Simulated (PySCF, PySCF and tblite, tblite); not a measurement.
# C7H6F4: telling isomers apart by computed NMR, part 3 of 3

PySCF and tblite. Atoms count from 0.

## 14. Shieldings, isomer D, conformer 1: B97-2/pcSseg-1 in chloroform

The job: settings as JSON, then the geometry in Å.

```
{"job": {"xc": "B97-2", "basis": "pcSseg-1", "solvent": "chloroform", "scf": {"conv": 1e-06}, "kind": "nmr", "pop": false}, "charge": 0, "multiplicity": 1}
F     -0.502729     1.369080     1.452253
C     -1.193495     1.189792     0.309084
C     -1.691553    -0.186295    -0.012267
C     -1.040252    -1.272486     0.768600
C      0.259245    -1.358012     0.507820
C      0.686764    -0.379376    -0.563597
C      1.926418     0.432111    -0.190085
F      1.996193     0.763009     1.094631
F      1.993685     1.561070    -0.907928
F      3.029442    -0.280141    -0.472030
C     -0.571064     0.445129    -0.824207
H     -1.817642     2.054234     0.099283
H     -2.697623    -0.316649    -0.392849
H     -1.596103    -1.878468     1.469151
H      0.974670    -2.025491     0.964932
H      0.967130    -0.915032    -1.480509
H     -0.730082     0.809554    -1.832189
```

Standard output:

```text
final grid: 157104 points
cycle   1  E = -669.2418895716  dE =  2.037e+00  |g| = 1.001e+00  |ddm| = 3.825e+00
cycle   2  E = -669.0811343047  dE =  1.608e-01  |g| = 1.461e+00  |ddm| = 1.360e+00
cycle   3  E = -669.4085344653  dE = -3.274e-01  |g| = 6.958e-02  |ddm| = 8.233e-01
cycle   4  E = -669.4090590968  dE = -5.246e-04  |g| = 5.054e-02  |ddm| = 1.004e-01
cycle   5  E = -669.4096360761  dE = -5.770e-04  |g| = 1.114e-02  |ddm| = 5.063e-02
cycle   6  E = -669.4096609083  dE = -2.483e-05  |g| = 4.854e-03  |ddm| = 1.168e-02
cycle   7  E = -669.4096666225  dE = -5.714e-06  |g| = 5.234e-04  |ddm| = 4.630e-03
cycle   8  E = -669.4096666698  dE = -4.729e-08  |g| = 2.348e-04  |ddm| = 6.119e-04
converged SCF energy = -669.4096666698

GIAO shielding tensors (ppm)
atom      isotropic    diamagn.    paramagn.     s11        s22        s33       span
  0 F      430.756     475.128     -44.372    394.675    426.556    471.036     76.360
  1 C      111.896     242.196    -130.300     55.294     90.172    190.224    134.930
  2 C      152.706     256.695    -103.989    115.137    142.094    200.887     85.750
  3 C       49.694     250.898    -201.203    -56.139     65.301    139.920    196.059
  4 C       52.604     251.885    -199.282    -55.157     64.394    148.575    203.732
  5 C      127.548     247.871    -120.323    104.829    132.873    144.942     40.113
  6 C       52.557     243.246    -190.689     47.537     52.408     57.726     10.189
  7 F      261.209     474.788    -213.578    184.854    268.539    330.234    145.380
  8 F      258.269     473.873    -215.604    178.664    253.276    342.867    164.202
  9 F      251.571     471.735    -220.164    170.185    239.811    344.719    174.534
 10 C      163.285     249.343     -86.058    131.857    153.914    204.085     72.229
 11 H       26.870      29.393      -2.523     21.852     25.919     32.838     10.986
 12 H       29.346      31.442      -2.096     23.656     25.885     38.495     14.839
 13 H       25.544      30.067      -4.522     23.283     25.053     28.298      5.015
 14 H       25.859      30.201      -4.342     23.498     26.329     27.749      4.251
 15 H       27.503      29.792      -2.289     24.023     26.470     32.014      7.991
 16 H       29.874      31.268      -1.395     23.672     26.847     39.102     15.430
```

It took 36 s on 1 thread of Arm Neoverse V1, shared host; peak memory 1.3 GiB.

Key values: HOMO -6.90 eV, LUMO -0.10 eV; dipole 4.01 D.

## 15. Single-point energy, isomer D, conformer 1: B3LYP/6-31+G* in chloroform

Changed since step 14:

```diff
@@ -1,2 +1,2 @@
-{"job": {"xc": "B97-2", "basis": "pcSseg-1", "solvent": "chloroform", "scf": {"conv": 1e-06}, "kind": "nmr", "pop": false}, "charge": 0, "multiplicity": 1}
+{"job": {"xc": "B3LYP", "basis": "6-31+G*", "solvent": "chloroform", "kind": "sp"}, "charge": 0, "multiplicity": 1}
 F     -0.502729     1.369080     1.452253
```

Standard output:

```text
coarse grid: 15672 points
cycle   1  E = -669.5701576639  dE =  2.052e+00  |g| = 9.393e-01  |ddm| = 6.258e+00
cycle   2  E = -669.3942737887  dE =  1.759e-01  |g| = 1.426e+00  |ddm| = 6.146e+00
cycle   3  E = -669.7313212744  dE = -3.370e-01  |g| = 7.400e-02  |ddm| = 3.472e+00
cycle   4  E = -669.7319912881  dE = -6.700e-04  |g| = 5.092e-02  |ddm| = 4.866e-01
cycle   5  E = -669.7325921710  dE = -6.009e-04  |g| = 1.093e-02  |ddm| = 1.749e-01
cycle   6  E = -669.7326153511  dE = -2.318e-05  |g| = 5.305e-03  |ddm| = 4.754e-02
cycle   7  E = -669.7326223710  dE = -7.020e-06  |g| = 5.519e-04  |ddm| = 2.468e-02
final grid: 157104 points
cycle   8  E = -669.6949664779  dE = -3.917e-05  |g| = 9.742e-03  |ddm| = 2.194e-01
cycle   9  E = -669.6949455543  dE =  2.092e-05  |g| = 1.474e-02  |ddm| = 8.063e-02
cycle  10  E = -669.6949846474  dE = -3.909e-05  |g| = 7.280e-04  |ddm| = 4.183e-02
cycle  11  E = -669.6949847555  dE = -1.081e-07  |g| = 2.337e-04  |ddm| = 5.431e-03
cycle  12  E = -669.6949847655  dE = -1.001e-08  |g| = 6.114e-05  |ddm| = 1.139e-03
cycle  13  E = -669.6949847661  dE = -5.509e-10  |g| = 3.005e-05  |ddm| = 2.662e-04
converged SCF energy = -669.6949847661
```

Run time: 18 s. Hardware: 1 thread of Arm Neoverse V1, shared host.

In short: HOMO -6.86 eV, LUMO -0.29 eV; dipole 4.33 D.

## 16. Boltzmann average, isomer D: properties at B97-2/pcSseg-1 in chloroform

The job: settings as JSON, then the geometry in Å.

```
{"job": {"study": "conf", "smiles": "F[C@@H]1[C@@H]2C=C[C@H](C(F)(F)F)[C@H]12", "search": {"seed": 8418, "n_embed": 60, "ff_keep": 14, "window": 2.5, "nmax": 2, "temps": [250, 298.15, 350], "t_ref": 298.15, "order": 0.0005}, "level": {"nmr": {"xc": "B97-2", "basis": "pcSseg-1", "solvent": "chloroform", "scf": {"conv": 1e-06}}, "sp": {"xc": "B3LYP", "basis": "6-31+G*", "solvent": "chloroform"}, "alter": {"geometry": "GFN1-xTB"}, "change": "B97-2/pcSseg-1; solvent chloroform; energies B3LYP/6-31+G*; conv 1e-06; GFN1-xTB geometries"}, "kind": "conf"}, "charge": 0, "multiplicity": 1}
F     -0.502729     1.369080     1.452253
C     -1.193495     1.189792     0.309084
C     -1.691553    -0.186295    -0.012267
C     -1.040252    -1.272486     0.768600
C      0.259245    -1.358012     0.507820
C      0.686764    -0.379376    -0.563597
C      1.926418     0.432111    -0.190085
F      1.996193     0.763009     1.094631
F      1.993685     1.561070    -0.907928
F      3.029442    -0.280141    -0.472030
C     -0.571064     0.445129    -0.824207
H     -1.817642     2.054234     0.099283
H     -2.697623    -0.316649    -0.392849
H     -1.596103    -1.878468     1.469151
H      0.974670    -2.025491     0.964932
H      0.967130    -0.915032    -1.480509
H     -0.730082     0.809554    -1.832189
```

Standard output:

```text
conformer  sym    E(xTB)   E(DFT)   G(298.15 K)  weight  dipole/D
    1     C1      0.000    0.000    0.000   1.0000    4.329

mean shielding (ppm) by class
class atoms           250 K   298.15 K      350 K
  0 F  0            430.756    430.756    430.756
  1 C  1            111.897    111.897    111.897
  2 C  2            152.706    152.706    152.706
  3 C  3             49.694     49.694     49.694
  4 C  4             52.604     52.604     52.604
  5 C  5            127.548    127.548    127.548
  6 C  6             52.557     52.557     52.557
  7 F  7,8,9        257.017    257.017    257.017
  8 C  10           163.285    163.285    163.285
  9 H  11             26.87      26.87      26.87
 10 H  12            29.346     29.346     29.346
 11 H  13            25.544     25.544     25.544
 12 H  14            25.859     25.859     25.859
 13 H  15            27.503     27.503     27.503
 14 H  16            29.874     29.874     29.874
```

It took 54 s on 1 thread of Arm Neoverse V1, shared host. This counts the runs that the step sums up.

Against the first level, at 298 K (shieldings, ppm; largest changes first):

```csv
atoms,B3LYP/pcSseg-1 in dimethylsulfoxide,B97-2/pcSseg-1 in chloroform,change
C6,42.5,52.6,+10.1
C3,41.8,49.7,+7.9
C1,104.6,111.9,+7.3
C4,46.2,52.6,+6.4
C2,147.1,152.7,+5.6
"F7, F8, F9",251.9,257.0,+5.1
C5,122.5,127.5,+5.1
C10,158.7,163.3,+4.6
F0,431.2,430.8,-0.5
H14,25.99,25.86,-0.13
```

Weights: from B3LYP/pcSseg-1 in dimethylsulfoxide energies 1: 100 %; from B3LYP/6-31+G* in chloroform energies 1: 100 % (with a dispersion term where the level has one and the same thermal terms, so they don't follow from the SCF energies alone). Times: 38 s and 54 s.

## 17. The test of assignment

The job: settings as JSON, then the geometry in Å.

```
{"job": {"study": "set", "relation": "diastereomers", "members": [{"smiles": "[F:1][C@H:2]1[C@@H:3]2[CH:4]=[CH:5][C@@H:6]([C:7]([F:8])([F:9])[F:10])[C@H:11]12"}, {"smiles": "[F:1][C@H:2]1[C@@H:3]2[CH:4]=[CH:5][C@H:6]([C:7]([F:8])([F:9])[F:10])[C@H:11]12"}, {"smiles": "[F:1][C@@H:2]1[C@@H:3]2[CH:4]=[CH:5][C@@H:6]([C:7]([F:8])([F:9])[F:10])[C@H:11]12"}, {"smiles": "[F:1][C@@H:2]1[C@@H:3]2[CH:4]=[CH:5][C@H:6]([C:7]([F:8])([F:9])[F:10])[C@H:11]12"}], "charge": 0, "search": {"seed": 8418, "n_embed": 60, "ff_keep": 14, "window": 2.5, "nmax": 2, "temps": [250, 298.15, 350], "t_ref": 298.15, "order": 0.0005}, "level": {"nmr": {"xc": "B3LYP", "basis": "pcSseg-1", "solvent": "dimethylsulfoxide"}}, "dp4": {"C": [2.0, 10], "H": [0.12, 10]}, "second_levels": [{"nmr": {"xc": "B97-2", "basis": "pcSseg-1", "solvent": "chloroform", "scf": {"conv": 1e-06}}, "wide": true, "sp": {"xc": "B3LYP", "basis": "6-31+G*", "solvent": "chloroform"}, "alter": {"geometry": "GFN1-xTB"}, "change": "B97-2/pcSseg-1; solvent chloroform; energies B3LYP/6-31+G*; conv 1e-06; GFN1-xTB geometries"}], "kind": "set"}, "charge": 0, "multiplicity": 1}
F      2.965810    -0.852384    -0.720012
C      1.879783    -0.534181     0.029969
C      1.297065     0.843319    -0.132776
C      0.483706     1.286301     1.020147
C     -0.567347     0.498800     1.208568
C     -0.670320    -0.578873     0.154801
C     -1.928518    -0.388829    -0.685174
F     -1.971329     0.805121    -1.288316
F     -3.045454    -0.490876     0.049355
F     -2.026425    -1.310313    -1.657198
C      0.579450    -0.372388    -0.687103
H      1.936265    -1.004778     1.004227
H      1.813011     1.559407    -0.751780
H      0.750650     2.138179     1.618218
H     -1.307892     0.583730     1.982719
H     -0.733508    -1.582624     0.588030
H      0.538054    -0.587582    -1.743585
```

Standard output:

```text
isomer  G rel   conformers  SMILES
A     0.042      1   F[C@H]1[C@@H]2C=C[C@@H](C(F)(F)F)[C@H]12
B     0.728      1   F[C@H]1[C@@H]2C=C[C@H](C(F)(F)F)[C@H]12
C     0.000      1   F[C@@H]1[C@@H]2C=C[C@@H](C(F)(F)F)[C@H]12
D     2.451      1   F[C@@H]1[C@@H]2C=C[C@H](C(F)(F)F)[C@H]12

signals of isomer D at the second level: probabilities [0.0, 1e-05, 0.0, 0.99999]
```

It took 3.5 min on 1 thread of Arm Neoverse V1, shared host; peak memory 1.3 GiB. This counts the whole study up to here.

The 4 candidates (diastereomers), with energies and dipoles from their ensembles above, at 298 K; shieldings at B3LYP/pcSseg-1 in dimethylsulfoxide:

```csv
isomer,SMILES,conformers,ΔE,ΔG,μ rms (D)
A,F[C@H]1[C@@H]2C=C[C@@H](C(F)(F)F)[C@H]12,1,0.17,0.04,2.49
B,F[C@H]1[C@@H]2C=C[C@H](C(F)(F)F)[C@H]12,1,0.64,0.73,3.28
C,F[C@@H]1[C@@H]2C=C[C@@H](C(F)(F)F)[C@H]12,1,0.00,0.00,2.61
D,F[C@@H]1[C@@H]2C=C[C@H](C(F)(F)F)[C@H]12,1,2.50,2.45,4.41
```

Energies in kcal/mol.

The signals of isomer D, computed at a second level (B97-2/pcSseg-1 in chloroform on GFN1-xTB geometries), stand in for a spectrum. The test takes 7 C values, 6 H values (hydrogens on carbon alone). Each candidate's shieldings are matched to them by assigned atoms (like hydrogens of one group may swap) by a straight-line fit, or by a shift alone where signals are few or close (slope 1; a small slope inflates the errors), and the errors are weighed by Student-t tails (C: width 2.0 ppm, H: width 0.12 ppm).

```csv
candidate,C slope,C mean error,C largest,H slope,H mean error,H largest,P(C),P(H),P(all)
A,1.03,2.8,5.7,0.90,0.44,0.78,0.0,0.0,0.0
B,1.04,1.7,4.1,0.90,0.15,0.37,1.6,0.1,0.0
C,1.03,1.7,3.9,0.99,0.20,0.61,2.8,0.0,0.0
D,1.03,0.9,1.9,0.97,0.06,0.11,95.5,99.9,100.0
```

Errors in ppm, probabilities in per cent.

## 18. Results

This closing draws on all 3 parts.

```
                                                           quantity                                                 value
                                               conformers, isomer A  1; the first in weight is no. 1 (C1), 100 % at 298 K
                                  root-mean-square dipole, isomer A                                                2.49 D
averaged 13C shifts, isomer A (B3LYP/pcSseg-1 in dimethylsulfoxide)       147.3, 139.2, 135.1, 84.8, 59.8, 35.8, 25.6 ppm
 averaged 1H shifts, isomer A (B3LYP/pcSseg-1 in dimethylsulfoxide)                6.51, 5.70, 3.99, 3.61, 2.63, 2.27 ppm
                                               conformers, isomer B  1; the first in weight is no. 1 (C1), 100 % at 298 K
                                  root-mean-square dipole, isomer B                                                3.28 D
averaged 13C shifts, isomer B (B3LYP/pcSseg-1 in dimethylsulfoxide)       145.4, 140.7, 135.5, 81.3, 60.5, 36.0, 24.7 ppm
 averaged 1H shifts, isomer B (B3LYP/pcSseg-1 in dimethylsulfoxide)                6.36, 5.56, 4.61, 4.25, 2.61, 2.19 ppm
                                               conformers, isomer C  1; the first in weight is no. 1 (C1), 100 % at 298 K
                                  root-mean-square dipole, isomer C                                                2.61 D
averaged 13C shifts, isomer C (B3LYP/pcSseg-1 in dimethylsulfoxide)       142.6, 140.5, 136.6, 78.0, 57.2, 35.4, 26.8 ppm
 averaged 1H shifts, isomer C (B3LYP/pcSseg-1 in dimethylsulfoxide)                6.33, 5.91, 5.11, 3.66, 2.49, 2.08 ppm
                                               conformers, isomer D  1; the first in weight is no. 1 (C1), 100 % at 298 K
                                  root-mean-square dipole, isomer D                                                4.41 D
averaged 13C shifts, isomer D (B3LYP/pcSseg-1 in dimethylsulfoxide)       141.0, 140.4, 136.6, 78.2, 60.4, 35.7, 24.1 ppm
 averaged 1H shifts, isomer D (B3LYP/pcSseg-1 in dimethylsulfoxide)                6.19, 5.82, 4.95, 4.40, 2.53, 1.90 ppm
                                              lowest in free energy              A, C, within 0.5 kcal/mol of one another
 signals of D (B97-2/pcSseg-1 in chloroform on GFN1-xTB geometries)                                     best fit D, 100 %
```

The search found one conformer for isomer A in the window, so the averages are its own values. The search found one conformer for isomer B in the window, so the averages are its own values. The search found one conformer for isomer C in the window, so the averages are its own values. The search found one conformer for isomer D in the window, so the averages are its own values. Between B3LYP/pcSseg-1 in dimethylsulfoxide and B97-2/pcSseg-1 in chloroform, C6 of isomer D changes most, by 10.1 ppm of raw shielding (the geometries differ too). The test names the right isomer, D, with 100 %. The stand-in spectrum is computed, so it shares conformers and some errors with the candidates; a measured one would test harder.
